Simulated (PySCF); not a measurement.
# C7H7ClO: excited states, first hyperpolarisability

Aim: compute the excited states, first hyperpolarisability of C7H7ClO (`COc1ccc(Cl)cc1`).

Computed with PySCF 2.14.0 and routines of our own; the level stands in each step. Atoms count from 0.

### Step 1. The system as given

16 atoms, charge 0, multiplicity 1; geometry from: GFN2-xTB.

### Step 2. Optimising the geometry at PBE0-D3(BJ)/def2-SVP

The job: settings as JSON, then the geometry in Å.

```
{"job": {"xc": "PBE0", "basis": "def2-SVP", "d3": "d3bj", "grid": 2, "kind": "geom"}, "charge": 0, "multiplicity": 1}
C      2.664328     0.447033    -0.385935
O      1.683087    -0.506149    -0.718163
C      0.410090    -0.307900    -0.285523
C     -0.515726    -1.290151    -0.645859
C     -1.835440    -1.188403    -0.262746
C     -2.246166    -0.096565     0.488666
Cl    -3.902768     0.038592     0.970840
C     -1.342028     0.882942     0.854806
C     -0.015323     0.779310     0.470856
H      2.790300     0.532019     0.698046
H      2.426644     1.430616    -0.803434
H      3.589901     0.082516    -0.828562
H     -0.172059    -2.128505    -1.230473
H     -2.545555    -1.949944    -0.543752
H     -1.668109     1.728547     1.439792
H      0.671225     1.554986     0.770030
```

On the command line:

```console
OMP_NUM_THREADS=1 python excited_run.py task.json out
```

The driver reads the jobs from task.json and runs them one after another.

The log of the run:

```text
step   0  E = -805.43788301  max force = 0.011673
step   1  E = -805.43907109  max force = 0.001755
step   2  E = -805.43908352  max force = 0.001023
step   3  E = -805.43909018  max force = 0.000540
step   4  E = -805.43909243  max force = 0.000194
optimisation converged
```

Wall time 65 s (1 thread of Arm Neoverse V1, shared host); peak memory 0.78 GiB.

Step by step:

```tsv
step	energy from step 0 (eV)	largest force component (eV/Å)
0	0.0000	0.6003
1	-0.0323	0.0902
2	-0.0327	0.0526
3	-0.0328	0.0278
4	-0.0329	0.0100
```

Distances of close pairs at the start and the end, largest changes first:

```tsv
bond	before (Å)	after (Å)	change (Å)
C3–H12	1.078	1.092	+0.013
C4–H13	1.079	1.091	+0.013
C7–H14	1.079	1.091	+0.013
C8–H15	1.078	1.090	+0.012
O1–C2	1.359	1.348	-0.011
C7–C8	1.385	1.395	+0.010
C0–H9	1.095	1.105	+0.010
C0–H10	1.095	1.105	+0.010
```

The end geometry stands in the next job.

```tsv
at the end point	value
point group (found at 0.08 Å tolerance)	Cs
rotational constants (GHz, main isotopes)	4.869, 0.687, 0.605
dipole moment (D)	2.65
```

### Step 3. Excited states: TDA CAM-B3LYP/def2-TZVP

The job: settings as JSON, then the geometry in Å.

```
{"job": {"kind": "states", "xc": "CAM-B3LYP", "basis": "def2-TZVP", "tda": true, "soc": true, "nstates": 6, "ntriplets": 5, "nquad": 4}, "charge": 0, "multiplicity": 1}
C      2.089798     0.304531     0.061310
O      1.117386    -0.645517    -0.270801
C     -0.148273    -0.453335     0.150346
C     -1.077598    -1.438131    -0.213862
C     -2.405234    -1.331850     0.171122
C     -2.821855    -0.234375     0.928552
Cl    -4.482556    -0.099411     1.411458
C     -1.909585     0.747961     1.295401
C     -0.572844     0.642826     0.908888
H      2.217364     0.398152     1.154569
H      1.851547     1.299935    -0.354214
H      3.033721    -0.044449    -0.376105
H     -0.728673    -2.286314    -0.805697
H     -3.128191    -2.098436    -0.112499
H     -2.243984     1.601719     1.887093
H      0.125231     1.424958     1.207862
```

Level: TDA CAM-B3LYP/def2-TZVP excited states, vertical, gas phase, spin-orbit mean-field couplings.

The log of the run:

```text
coarse grid: 14656 points
cycle   1  E = -806.2871356868  dE =  1.771e+00  |g| = 5.874e-01  |ddm| = 3.681e+00
cycle   2  E = -806.2748407453  dE =  1.229e-02  |g| = 6.940e-01  |ddm| = 2.702e+00
cycle   3  E = -806.3553272953  dE = -8.049e-02  |g| = 9.272e-02  |ddm| = 1.598e+00
cycle   4  E = -806.3567657869  dE = -1.438e-03  |g| = 4.242e-02  |ddm| = 2.035e-01
cycle   5  E = -806.3571692385  dE = -4.035e-04  |g| = 1.081e-02  |ddm| = 5.684e-02
cycle   6  E = -806.3571963080  dE = -2.707e-05  |g| = 3.509e-03  |ddm| = 2.959e-02
cycle   7  E = -806.3571989930  dE = -2.685e-06  |g| = 1.113e-03  |ddm| = 6.846e-03
final grid: 139016 points
cycle   8  E = -806.3474882812  dE = -4.658e-05  |g| = 5.102e-03  |ddm| = 8.891e-02
cycle   9  E = -806.3474883681  dE = -8.697e-08  |g| = 5.056e-03  |ddm| = 1.143e-02
cycle  10  E = -806.3474936291  dE = -5.261e-06  |g| = 7.638e-04  |ddm| = 5.275e-03
cycle  11  E = -806.3474937180  dE = -8.890e-08  |g| = 2.631e-04  |ddm| = 1.535e-03
cycle  12  E = -806.3474937317  dE = -1.374e-08  |g| = 4.750e-05  |ddm| = 6.892e-04
cycle  13  E = -806.3474937322  dE = -5.086e-10  |g| = 1.997e-05  |ddm| = 8.811e-05
converged SCF energy = -806.3474937322

Singlet excitations
state   eV       nm        f     d(h-e)  d(exc)  Lambda  PR(NTO)  |dmu|/D   mu/D   main configurations
  1   5.0616   245.0   0.04039   0.075   2.901   0.670   1.507    0.293    2.856   H->L 0.77, H-1->L+1 0.20
  2   5.9524   208.3   0.20194   0.119   2.958   0.812   1.577    0.423    3.076   H->L+1 0.75, H-1->L 0.20
  3   6.3356   195.7   0.00070   1.072   3.399   0.411   1.039    3.418    5.891   H->L+2 0.57, H->L+3 0.32
  4   7.1263   174.0   0.02466   2.437   4.169   0.420   1.066    9.648    7.032   H->L+3 0.52, H->L+2 0.37
  5   7.3163   169.5   1.06923   0.122   2.817   0.827   1.799                     H-1->L 0.66, H->L+1 0.18
  6   7.3763   168.1   0.58615   0.268   2.873   0.654   1.690                     H-1->L+1 0.66, H->L 0.15

Triplet excitations (Tamm-Dancoff)
state   eV     d(h-e)  d(exc)  Lambda  PR(NTO)   main configurations
  1   3.8666   0.084   2.662   0.774   1.333   H->L+1 0.50, H->L 0.27, H-1->L 0.18
  2   4.0897   0.170   2.817   0.705   1.014   H->L 0.69, H->L+1 0.24
  3   4.6637   0.074   2.651   0.865   1.555   H-1->L 0.75, H->L+1 0.21
  4   5.5431   0.155   2.654   0.661   1.040   H-1->L+1 0.96
  5   5.8926   1.048   3.133   0.415   1.031   H->L+2 0.42, H->L+3 0.35
S1 - T1 = 1.1950 eV

Spin-orbit couplings |<S|Hso|T>| (cm-1)
             T1       T2       T3       T4       T5
S0        0.158    0.356    0.061    0.612  140.553
S1        0.018    0.015    0.031    0.004    1.147
S2        0.021    0.052    0.003    0.047   13.044
S3       18.369    7.723   10.386    0.363    0.127
S4        3.648    2.364    1.912    0.527    0.894
S5        0.090    0.040    0.060    0.066    6.713
S6        0.135    0.102    0.135    0.032    5.819
T1 sublevels (cm-1): 0.000 0.003 0.003   radiative rates (1/s): 5.39 0.00164 0.00315
```

It took 1.9 min on 1 thread of Arm Neoverse V1, shared host; peak memory 1.4 GiB.

From this job:

```tsv
quantity	value
S1 less T1	1.20 eV
```

The fields below are evaluated on a grid from the run's orbitals.

Frontier orbitals at CAM-B3LYP/def2-TZVP, with the share of their density that lies nearest to each atom:

```tsv
orbital	energy (eV)	lies on
HOMO	-7.59	C5 20 %; O1 16 %; C2 15 %
LUMO	0.51	C3, C7 about 19 % each; C4, C8 about 15 % each
```

ELF in a plane through or near 14 of the atoms.

Ten even steps from '0' (0.00) to '9' (1.00):
```
0000000000000000000000000000
0000000000000000000000000000
0000000000000000000000000000
0000000000000002885000000000
0000000000065006999101210000
0000000000399406999016641000
0000000000399835794058973000
0000000120199767534176574100
0000001464035328495574866200
0000255314217951146276797300
0001899736652240179625886200
0002999947274385722510142000
0000799417861536745993000000
0000063017840375548998100000
0000000003400999505998100000
0000000000002999600673000000
0000000000001798300000000000
0000000000000000000000000000
0000000000000000000000000000
0000000000000000000000000000
```
The map spans 13.1 Å across and 10.1 Å up, centred on the molecule. Atoms in the plane (x, y in Å): C0 (-2.7, 0.0), O1 (-1.7, -0.9), C2 (-0.4, -0.5), C3 (0.6, -1.4), C4 (2.0, -1.0), C5 (2.3, 0.3), Cl6 (3.9, 0.8), C7 (1.3, 1.3), C8 (-0.1, 0.9), H11 (-3.6, -0.6), H12 (0.4, -2.5), H13 (2.8, -1.8), H14 (1.5, 2.4), H15 (-0.8, 1.7).

log10 of the density (e/Å³) in the same plane.

Ten even steps from '0' (-4.0) to '9' (3.1):
```
0000000000000000000000000000
0000000000000000000000000000
0000000000000001111000000000
0000000000011112332211110000
0000000001223233443322221100
0000001112334434554333332200
0000012233355555554445543210
0000123343355555755455654310
0001234454445665565557954321
0001244565445654457655554320
0012345565555654456544543310
0012345556765655566543332210
0001234445655568666543221100
0001123334544456555553210000
0000011123333465434433200000
0000000012223454433322100000
0000000000012333211111000000
0000000000001111100000000000
0000000000000000000000000000
0000000000000000000000000000
```
The map spans 13.1 Å across and 10.1 Å up, centred on the molecule. Atoms in the plane (x, y in Å): C0 (-2.7, 0.0), O1 (-1.7, -0.9), C2 (-0.4, -0.5), C3 (0.6, -1.4), C4 (2.0, -1.0), C5 (2.3, 0.3), Cl6 (3.9, 0.8), C7 (1.3, 1.3), C8 (-0.1, 0.9), H11 (-3.6, -0.6), H12 (0.4, -2.5), H13 (2.8, -1.8), H14 (1.5, 2.4), H15 (-0.8, 1.7).

On the surface of density 0.002 e/bohr³ the electrostatic potential runs, from the 1st to the 99th percentile, from -0.84 V near O1 to 1.15 V near H15.

### Step 4. Excited states: TDDFT CAM-B3LYP/aug-cc-pVDZ

Settings changed since step 3:

```diff
@@ -1,2 +1,2 @@
-{"job": {"kind": "states", "xc": "CAM-B3LYP", "basis": "def2-TZVP", "tda": true, "soc": true, "nstates": 6, "ntriplets": 5, "nquad": 4}, "charge": 0, "multiplicity": 1}
+{"job": {"kind": "states", "xc": "CAM-B3LYP", "basis": "aug-cc-pVDZ", "tpa": true, "nstates": 8, "nquad": 6, "ntriplets": 0}, "charge": 0, "multiplicity": 1}
 C      2.089798     0.304531     0.061310
```

Method: TDDFT CAM-B3LYP/aug-cc-pVDZ excited states, vertical, gas phase, two-photon moments by quadratic response.

The log of the run:

```text
coarse grid: 14656 points
cycle   1  E = -806.1523262864  dE =  1.833e+00  |g| = 5.444e-01  |ddm| = 5.123e+01
cycle   2  E = -806.1419179740  dE =  1.041e-02  |g| = 6.424e-01  |ddm| = 5.844e+00
cycle   3  E = -806.2167024953  dE = -7.478e-02  |g| = 8.535e-02  |ddm| = 2.490e+00
cycle   4  E = -806.2180442107  dE = -1.342e-03  |g| = 3.750e-02  |ddm| = 6.267e-01
cycle   5  E = -806.2183824775  dE = -3.383e-04  |g| = 1.030e-02  |ddm| = 3.140e-01
cycle   6  E = -806.2184089648  dE = -2.649e-05  |g| = 2.640e-03  |ddm| = 6.195e-02
cycle   7  E = -806.2184106887  dE = -1.724e-06  |g| = 9.624e-04  |ddm| = 1.624e-02
final grid: 139016 points
cycle   8  E = -806.2450405189  dE = -2.371e-05  |g| = 3.924e-03  |ddm| = 5.554e-01
cycle   9  E = -806.2450409174  dE = -3.985e-07  |g| = 3.876e-03  |ddm| = 8.102e-02
cycle  10  E = -806.2450446127  dE = -3.695e-06  |g| = 4.980e-04  |ddm| = 2.522e-02
cycle  11  E = -806.2450446564  dE = -4.371e-08  |g| = 1.771e-04  |ddm| = 2.895e-03
cycle  12  E = -806.2450446633  dE = -6.877e-09  |g| = 3.601e-05  |ddm| = 1.930e-03
cycle  13  E = -806.2450446636  dE = -3.220e-10  |g| = 1.189e-05  |ddm| = 2.949e-04
converged SCF energy = -806.2450446636

Singlet excitations
state   eV       nm        f     d(h-e)  d(exc)  Lambda  PR(NTO)  |dmu|/D   mu/D   delta(TPA)   sigma/GM   main configurations
  1   4.9092   252.6   0.03415   0.085   2.944   0.638   1.476    0.368    3.033        1.06      0.009   H->L+1 0.85, H-1->L+4 0.10
  2   5.6449   219.6   0.00999   1.272   4.716   0.194   1.032    5.258    2.775       16.68      0.195   H->L 0.77
  3   5.6466   219.6   0.17350   0.163   3.086   0.722   1.515    0.650    3.384       18.51      0.216   H->L+4 0.77, H-1->L+1 0.14
  4   6.1617   201.2   0.00080   0.949   5.142   0.169   1.044    4.426    3.551       71.90      1.000   H->L+2 0.80, H->L 0.09
  5   6.2035   199.9   0.00551   0.706   4.451   0.263   1.099    3.207    0.510       10.65      0.150   H->L+8 0.41, H->L+3 0.29
  6   6.2837   197.3   0.00057   1.215   4.865   0.210   1.061    4.967    7.381       49.12      0.711   H->L+3 0.47, H->L+6 0.23, H->L+8 0.11
  7   6.6429   186.6   0.10207   2.542   5.169   0.351   1.052                                            H->L+5 0.85
  8   6.7029   185.0   0.00019   0.572   5.085   0.212   1.108                                            H->L+7 0.41, H->L+9 0.16, H->L+6 0.14
```

Wall time 97 s (1 thread of Arm Neoverse V1, shared host); peak memory 1.2 GiB.

### Step 5. First hyperpolarisability: quadratic response CAM-B3LYP/aug-cc-pVDZ

Settings changed since step 4:

```diff
@@ -1,2 +1,2 @@
-{"job": {"kind": "states", "xc": "CAM-B3LYP", "basis": "aug-cc-pVDZ", "tpa": true, "nstates": 8, "nquad": 6, "ntriplets": 0}, "charge": 0, "multiplicity": 1}
+{"job": {"kind": "beta", "xc": "CAM-B3LYP", "basis": "aug-cc-pVDZ"}, "charge": 0, "multiplicity": 1}
 C      2.089798     0.304531     0.061310
```

Level: quadratic response CAM-B3LYP/aug-cc-pVDZ first hyperpolarisability, Taylor convention, gas phase.

The log of the run:

```text
coarse grid: 14656 points
cycle   1  E = -806.1523262864  dE =  1.833e+00  |g| = 5.444e-01  |ddm| = 5.123e+01
cycle   2  E = -806.1419179740  dE =  1.041e-02  |g| = 6.424e-01  |ddm| = 5.844e+00
cycle   3  E = -806.2167024953  dE = -7.478e-02  |g| = 8.535e-02  |ddm| = 2.490e+00
cycle   4  E = -806.2180442107  dE = -1.342e-03  |g| = 3.750e-02  |ddm| = 6.267e-01
cycle   5  E = -806.2183824775  dE = -3.383e-04  |g| = 1.030e-02  |ddm| = 3.140e-01
cycle   6  E = -806.2184089648  dE = -2.649e-05  |g| = 2.640e-03  |ddm| = 6.195e-02
cycle   7  E = -806.2184106887  dE = -1.724e-06  |g| = 9.624e-04  |ddm| = 1.624e-02
final grid: 139016 points
cycle   8  E = -806.2450405189  dE = -2.371e-05  |g| = 3.924e-03  |ddm| = 5.554e-01
cycle   9  E = -806.2450409174  dE = -3.985e-07  |g| = 3.876e-03  |ddm| = 8.102e-02
cycle  10  E = -806.2450446127  dE = -3.695e-06  |g| = 4.980e-04  |ddm| = 2.522e-02
cycle  11  E = -806.2450446564  dE = -4.371e-08  |g| = 1.771e-04  |ddm| = 2.895e-03
cycle  12  E = -806.2450446633  dE = -6.877e-09  |g| = 3.601e-05  |ddm| = 1.930e-03
cycle  13  E = -806.2450446636  dE = -3.220e-10  |g| = 1.189e-05  |ddm| = 2.949e-04
converged SCF energy = -806.2450446636

Lowest singlets (eV, f): 4.9092 0.0341  5.6449 0.0100  5.6466 0.1735

First hyperpolarisability (au)
process     nm      |vector|   parallel      HRS      DR
static         -      117.02      35.44      58.24   3.192
shg       1907.0      122.38      37.57      61.07    3.18
eope      1907.0      118.76      36.13          -       -
shg       1064.0      136.00      43.11      68.39   3.141
eope      1064.0      122.77      37.73          -       -
```

Wall time 81 s (1 thread of Arm Neoverse V1, shared host); peak memory 1.2 GiB.

### Step 6. What came out

| quantity | value |
| --- | --- |
| point group | Cs |
| rotational constants (main isotopes) | 4.87, 0.69, 0.60 GHz |
| S1 less T1 (step 3, TDA CAM-B3LYP/def2-TZVP) | 1.20 eV |
| surface potential, 1st and 99th percentile | -0.84 V and 1.15 V |
| β vector (step 5, quadratic response CAM-B3LYP/aug-cc-pVDZ) | static 117, SHG 1907.0 nm 122, SHG 1064.0 nm 136 au |

In words: Relaxing lowered the energy by 0.033 eV in 4 steps; the close pair that moved most is C3–H12, from 1.078 to 1.092 Å. In step 3, the number of triplets below S1 is 3, and the largest singlet-triplet spin-orbit coupling is S0–T5, 140.55 cm⁻¹. In step 4 some excited states are degenerate or nearly so. β grows from 117 au (static) to 136 au for doubling at 1064.0 nm: normal dispersion, which grows as twice the photon energy moves toward the bright states.
